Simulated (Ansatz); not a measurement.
# SiNH4O (SMILES N[SiH]O): U-wB97X/6-311+G(d,p)

Aim: the electronic atomisation energy of SiNH4O at U-wB97X/6-311+G**, from 5 runs. 

The calculation is run with Ansatz 0.2.0.

53 further runs of the same task are left out: 53 set aside as unsound or not needed.

### 1 The system as given

The species is SiNH4O (7 atoms), meant as a doublet with charge 0. SMILES: `N[SiH]O`. Geometry: relaxed at PBE0-D4/def2-TZVP. This is one conformer, not always the lowest.

Bond lengths: N1–Si2 1.723 Å, Si2–O3 1.649 Å, N1–H4 1.008 Å, N1–H5 1.009 Å, Si2–H6 1.500 Å, O3–H7 0.961 Å. Angles: N1–Si2–O3 109.4°, N1–Si2–H6 104.3°, O3–Si2–H6 112.7°, Si2–N1–H4 120.5°, Si2–N1–H5 118.7°, Si2–O3–H7 115.8°, H4–N1–H5 110.8°.

### 2 A single-point energy at U-wB97X/6-311+G(d,p)

Contents of job.yaml:

```yaml
crystal:
  periodic: [false, false, false]
  atoms:
    - symbol: N
      position_ang: [-0.694900, 0.548300, -0.575200]
    - symbol: Si
      position_ang: [0.293100, 0.159000, 0.781300]
    - symbol: O
      position_ang: [1.622900, -0.672400, 0.270300]
    - symbol: H
      position_ang: [-0.355900, 1.168100, -1.294800]
    - symbol: H
      position_ang: [-1.685800, 0.673200, -0.432900]
    - symbol: H
      position_ang: [-0.599100, -0.661900, 1.664700]
    - symbol: H
      position_ang: [1.480900, -1.282400, -0.459000]
basis:
  gaussian: {orbitals: 6-311+G_st__st_-spherical.json}
magnetization: {spin_polarized: true, initial_magnetization: 1}
accuracy: high
hamiltonian: {xc: {name: wB97X}}
output: {orbitals: {seedname: orbitals}}
```

The basis set 6-311+G** is read from a file made from the Basis Set Exchange's data (not shown).

The run is started by

```
$ ansatz run job.yaml --threads 1 --pin off --max-ram 3480MiB --events-out events.jsonl --progress --plain --runs-dir runs
```

Log:

```text
Warning: RAYON_NUM_THREADS=1 ignored (pool sized by the plan → 1); use --threads N
Functional definition: wB97X
  name "wB97X"
  parameter omega = 0.3/bohr
  parameter cx = 0.157706
  parameter cx1 = 0.726479
  parameter cx2 = 1.04760
  parameter cx3 = -5.70635
  parameter cx4 = 13.2794
  parameter css1 = -4.33879
  parameter css2 = 18.2308
  parameter css3 = -31.7430
  parameter css4 = 17.2901
  parameter cos1 = 2.37031
  parameter cos2 = -11.3995
  parameter cos3 = 6.58405
  parameter cos4 = -3.78132
  exchange = spin_sum(e_x_unif_sr(omega)*poly(b97_u_x, 1 - cx, cx1, cx2, cx3, cx4)) + cx*exact_x_sr(omega)
      + exact_x_lr(omega)
  correlation = spin_sum(e_c_pw_same_spin*poly(b97_u_same, 1, css1, css2, css3, css4))
      + integral(e_c_pw_opposite_spin*poly(b97_u_opposite, 1, cos1, cos2, cos3, cos4))
1830 factors; integrals over basis functions are off by at most 4.2e-9 eV
382 factors; integrals over basis functions are off by at most 2.0e-9 eV
mean field evaluation 1: about -11472.5866 eV, gradient 4.7e1 eV
mean field evaluation 2: about -11471.6623 eV, gradient 5.0e1 eV
mean field evaluation 4: about -11480.3853 eV, gradient 1.9e0 eV
mean field evaluation 8: about -11480.4714 eV, gradient 1.3e-1 eV
mean field evaluation 16: about -11480.4718 eV, gradient 3.8e-4 eV
mean field -11480.47175744 eV, -421.8995553425 hartree, gradient 8.8e-8 eV, S^2 0.752165; 0 other end points of the search recorded, 0 dependent functions left out
reference -11480.47175446 eV, -421.8995552331 hartree; 17, 16 occupied and 81, 82 virtual orbitals, 1830 factors
Total energy: -11480.47175446 eV, -421.8995552331 hartree
```

It took 21 s on 1 thread of Intel Xeon 6975P-C (Granite Rapids), shared host; peak memory 0.79 GiB.

### 3 The H atom, same level

Contents of in.yaml:

```yaml
crystal:
  periodic: [false, false, false]
  atoms:
    - {symbol: H, position_ang: [0.000000, 0.000000, 0.000000]}
basis:
  gaussian:
    orbitals: 6-311+G_st__st_.json
magnetization:
  spin_polarized: true
  initial_magnetization: 1
hamiltonian:
  xc: {name: wB97X}
accuracy: high
```

The basis set 6-311+G** is read from a file made from the Basis Set Exchange's data (not shown).

The run is started by

```
$ ansatz run in.yaml --threads 1 --pin off --max-ram 3480MiB --events-out events.jsonl --progress --plain --runs-dir runs
```

Log (excerpt; [...] marks lines left out):

```text
Warning: RAYON_NUM_THREADS=1 ignored (pool sized by the plan → 1); use --threads N
[... 2 set-up lines as earlier in the session ...]
[...]
      + exact_x_lr(omega)
[...]
      + integral(e_c_pw_opposite_spin*poly(b97_u_opposite, 1, cos1, cos2, cos3, cos4))
21 factors; integrals over basis functions are off by at most 2.7e-9 eV
19 factors; integrals over basis functions are off by at most 3.8e-10 eV
[...]
mean field -13.64363983 eV, -0.5013945158 hartree, gradient 4.1e-9 eV, S^2 0.750000; 0 other end points of the search recorded, 0 dependent functions left out
reference -13.64364008 eV, -0.5013945250 hartree; 1, 0 occupied and 5, 6 virtual orbitals, 21 factors
Total energy: -13.64364008 eV, -0.5013945250 hartree
```

Run time: 0.28 s. Hardware: 1 thread of Intel Xeon 6975P-C (Granite Rapids), shared host.

### 4 The N atom

Contents of in.yaml:

```yaml
basis:
  gaussian: {orbitals: 6-311+G_st__st_.json}
crystal:
  periodic: [false, false, false]
  atoms:
    - {symbol: N, position_ang: [0.000000, 0.000000, 0.000000]}
magnetization: {spin_polarized: true, initial_magnetization: 3}
hamiltonian: {xc: {name: wB97X}}
accuracy: high
```

The basis set 6-311+G** is read from a file made from the Basis Set Exchange's data (not shown).

Run the same way, it converges to -54.58807 Eh (log not shown).

### 5 The O atom

Contents of job.yaml:

```yaml
crystal:
  periodic: [false, false, false]
  atoms:
    - {symbol: O, position_ang: [0.000000, 0.000000, 0.000000]}
basis:
  gaussian: {orbitals: 6-311+G_st__st_.json}
magnetization: {spin_polarized: true, initial_magnetization: 2}
hamiltonian: {xc: {name: wB97X}}
accuracy: high
```

The basis set 6-311+G** is read from a file made from the Basis Set Exchange's data (not shown).

Run the same way, it converges to -75.07003 Eh (log not shown).

### 6 The Si atom, same level

Contents of job.yaml:

```yaml
crystal:
  periodic: [false, false, false]
  atoms:
    - {symbol: Si, position_ang: [0.000000, 0.000000, 0.000000]}
basis:
  gaussian:
    orbitals: 6-311+G_st__st_-spherical.json
magnetization:
  spin_polarized: true
  initial_magnetization: 2
hamiltonian:
  xc: {name: wB97X}
accuracy: high
```

The basis set 6-311+G** is read from a file made from the Basis Set Exchange's data (not shown).

Run the same way, it converges to -289.36083 Eh (log not shown).

### 7 Summary of results

Level: U-wB97X/6-311+G**.

| quantity | value |
| --- | --- |
| molecule: total energy | -421.89956 Eh |
| molecule: HOMO energy (highest over α and β) | -7.73 eV |
| molecule: LUMO energy (lowest over α and β) | -0.38 eV |
| molecule: ⟨S²⟩ | 0.752 |
| H atom: total energy | -0.50139 Eh |
| H atom: ⟨S²⟩ | 0.750 |
| N atom: total energy | -54.58807 Eh |
| N atom: ⟨S²⟩ | 3.756 |
| O atom: total energy | -75.07003 Eh |
| O atom: ⟨S²⟩ | 2.005 |
| Si atom: total energy | -289.36083 Eh |
| Si atom: ⟨S²⟩ | 2.003 |
| electronic atomisation energy | 23.811 eV |

What this shows: Taking the molecule apart into free atoms costs 23.81 eV (2297 kJ/mol), before zero-point energy and without spin-orbit coupling.
